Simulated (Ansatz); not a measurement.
Run this with the Ansatz DFT code, driven from Python and show what comes out.

The script, `ycof5_disp.py`:
```python
import ansatz
import numpy as np

vectors0 = np.array([
    [-2.108093, 3.468695, 4.089788],
    [2.108093, -3.468695, 4.089788],
    [2.108093, 3.468695, -4.089788],
])
sites = [
    ("Y", [0.5, 0.5, 0.0], 0.0),
    ("Co", [0.0, 0.0, 0.0], 2.5),
    ("F", [0.815925, 0.5, 0.315925], 0.0),
    ("F", [0.184075, 0.5, 0.684075], 0.0),
    ("F", [0.230534, 0.230534, 0.0], 0.0),
    ("F", [0.769466, 0.769466, 0.0], 0.0),
    ("F", [0.5, 0.0, 0.5], 0.0),
]


def build(cell):
    crystal = ansatz.Crystal(lattice=ansatz.Lattice.of(cell))
    for symbol, position, moment in sites:
        crystal = crystal.atom(symbol, position, moment=moment or None)
    return crystal

atoms = [(site[0], site[1]) for site in sites]
print("dispersion energy and pressure at linear scale factors", (1.0, 1.05))
for functional in (ansatz.Functional.REVPBE, ansatz.Functional.RPBE):
    for method in ("d3bj", "d4"):
        damping = ansatz.dispersion_damping(method=method, xc=functional)
        line = []
        for scale in (1.0, 1.05):
            term = ansatz.pairwise_dispersion(vectors=(vectors0 * scale).tolist(), atoms=atoms, damping=damping, periodic=(True, True, True))
            line.append(f"{term.energy_ev / len(atoms):.4f} eV/atom, {np.trace(term.stress_gpa) / 3:.2f} GPa")
        print(functional.value, method, "|", " | ".join(line))
print("charges of the D4 model in the last cell:", np.round(term.partial_charges_e, 3))
```

`python ycof5_disp.py` gives:
```text
dispersion energy and pressure at linear scale factors (1.0, 1.05)
revpbe d3bj | -0.1821 eV/atom, -1.80 GPa | -0.1625 eV/atom, -1.07 GPa
revpbe d4 | -0.1882 eV/atom, -1.99 GPa | -0.1595 eV/atom, -1.45 GPa
rpbe d3bj | -0.3400 eV/atom, -3.83 GPa | -0.2958 eV/atom, -2.37 GPa
rpbe d4 | -0.2056 eV/atom, -2.12 GPa | -0.1750 eV/atom, -1.56 GPa
charges of the D4 model in the last cell: [ 1.381  0.631 -0.431 -0.431 -0.358 -0.358 -0.434]
```

The structure comes from a database and needn't be a stable phase.
